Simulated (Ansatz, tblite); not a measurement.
**Cd6Se4 zinc blende off sphere (Cd6Se4Br4): one state, many levels**

The task here is to estimate one member of a computed series from the others.

The runs use Ansatz 0.2.0, Gaussian basis; as each input shows.

Levels to be run: GFN1-xTB, GFN2-xTB, PBE-D4/def2-TZVP, r2SCAN-D4/def2-TZVP, B3LYP-D4/def2-TZVP, r2SCANh-D4/def2-TZVP, HF/def2-TZVP, PBE-D4/def2-SVP, PBE0-D4/def2-SVP, MP2/def2-SVP, RPA/def2-SVP.

2 further runs of the same task are left out: 2 set aside as unsound or not needed.

## The relaxed structure

The singlet was relaxed beforehand with PBE-D4/def2-SVP.

14 atoms, charge 0, spin multiplicity 1.

Bond lengths: Cd1–Se7 2.476 Å, Cd1–Se8 2.530 Å, Cd2–Se7 2.692 Å, Cd2–Se9 2.681 Å, Cd2–Br11 2.482 Å, Cd3–Se7 2.700 Å, Cd3–Se10 2.637 Å, Cd3–Br12 2.475 Å, Cd4–Se8 2.843 Å, Cd4–Se10 2.576 Å, Cd4–Br13 2.471 Å, Cd5–Se9 2.719 Å, Cd5–Se10 2.642 Å, Cd5–Br14 2.477 Å, Cd6–Se8 2.531 Å, Cd6–Se9 2.476 Å. Angles: Se7–Cd1–Se8 161.4°, Se7–Cd2–Se9 127.7°, Se7–Cd2–Br11 116.0°, Se9–Cd2–Br11 116.3°, Se7–Cd3–Se10 121.7°, Se7–Cd3–Br12 116.3°, Se10–Cd3–Br12 121.6°, Se8–Cd4–Se10 116.5°, Se8–Cd4–Br13 104.5°, Se10–Cd4–Br13 139.0°, Se9–Cd5–Se10 118.9°, Se9–Cd5–Br14 115.7°, Se10–Cd5–Br14 125.4°, Se8–Cd6–Se9 162.0°, Cd1–Se7–Cd2 93.7°, Cd1–Se7–Cd3 88.1°, Cd2–Se7–Cd3 88.2°, Cd1–Se8–Cd4 85.2° and more.

Cd takes a core potential in the def2 sets. No spin-orbit coupling is included.

PBE0-D4/def2-TZVP was run before; its log isn't repeated, and its numbers join the tables.

Set-up of the first run:

Tight binding, by tblite at 300 K electronic temperature and without a spin-polarisation term:

```python
tblite.interface.Calculator('GFN1-xTB', numbers, positions, charge=0, uhf=0).singlepoint()
```

Tight binding, by tblite at 300 K electronic temperature and without a spin-polarisation term:

```python
tblite.interface.Calculator('GFN2-xTB', numbers, positions, charge=0, uhf=0).singlepoint()
```

start.molden holds the orbitals of an earlier run on this state, given as this run's starting guess.

in.yaml

```yaml
crystal:
  periodic: [false, false, false]
  atoms:
    - {symbol: Cd, position_ang: [0.777668, -2.498769, 0.515248]}
    - {symbol: Cd, position_ang: [0.547697, -0.629988, -2.754328]}
    - {symbol: Cd, position_ang: [-2.270261, -0.748639, -0.280525]}
    - {symbol: Cd, position_ang: [0.302543, -0.127474, 3.241824]}
    - {symbol: Cd, position_ang: [-0.045411, 2.444793, -0.225632]}
    - {symbol: Cd, position_ang: [2.530576, 0.086461, 0.351462]}
    - {symbol: Se, position_ang: [-0.717181, -2.619637, -1.454971]}
    - {symbol: Se, position_ang: [2.465974, -1.645760, 2.195493]}
    - {symbol: Se, position_ang: [1.978226, 1.372526, -1.690463]}
    - {symbol: Se, position_ang: [-1.306931, 0.917600, 1.522755]}
    - {symbol: Br, position_ang: [0.290263, -0.604612, -5.222728]}
    - {symbol: Br, position_ang: [-4.556485, -0.491964, -1.191849]}
    - {symbol: Br, position_ang: [0.574961, -0.272519, 5.693038]}
    - {symbol: Br, position_ang: [-0.571641, 4.817972, -0.699316]}
basis:
  gaussian: {orbitals: def2-TZVP, fitting: {mean_field: def2-universal-jkfit}, initial_orbitals: start.molden}
hamiltonian: {xc: pbe, dispersion: d4}
scf: {omitted_lower_state_checks: [starts]}
output: {forces: true, orbitals: {seedname: orbitals}}
```

Command:

```bash
ansatz run in.yaml --threads 2 --pin off --events-out ev --progress --plain --max-ram 32768MiB --backend cuda --devices 0, --max-vram 18GiB
```

Steps of the session up to this table: PBE-D4/def2-TZVP; r2SCAN-D4/def2-TZVP; B3LYP-D4/def2-TZVP; r2SCANh-D4/def2-TZVP; HF/def2-TZVP; PBE-D4/def2-SVP; PBE0-D4/def2-SVP; MP2/def2-SVP; RPA/def2-SVP.

One of the session's tables, all rows but one given; the rest of the session is left out.

It belongs to the step «Binding energy». 

| level | binding an atom (eV) |
| --- | --- |
| HF/def2-SVP | 1.271 |
| HF/def2-TZVP | 1.260 |
| PBE-D4/def2-SVP | 1.986 |
| PBE-D4/def2-TZVP | ? |
| r2SCAN-D4/def2-TZVP | 2.007 |
| r2SCANh-D4/def2-TZVP | 1.993 |
| B3LYP-D4/def2-TZVP | 1.806 |
| PBE0-D4/def2-SVP | 1.989 |
| PBE0-D4/def2-TZVP | 1.969 |
| RPA/def2-SVP | 1.555 |
| MP2/def2-SVP | 1.935 |

**Question.** Estimate the row for PBE-D4/def2-TZVP.

As computed: binding an atom (eV): 1.952. In the column «binding an atom (eV)» it lies between MP2/def2-SVP (1.935) and PBE0-D4/def2-TZVP (1.969).

Limits of these values: Free atoms were run apart at each level; binding is atoms less cluster, divided by the number of atoms, without zero-point or spin-orbit terms.
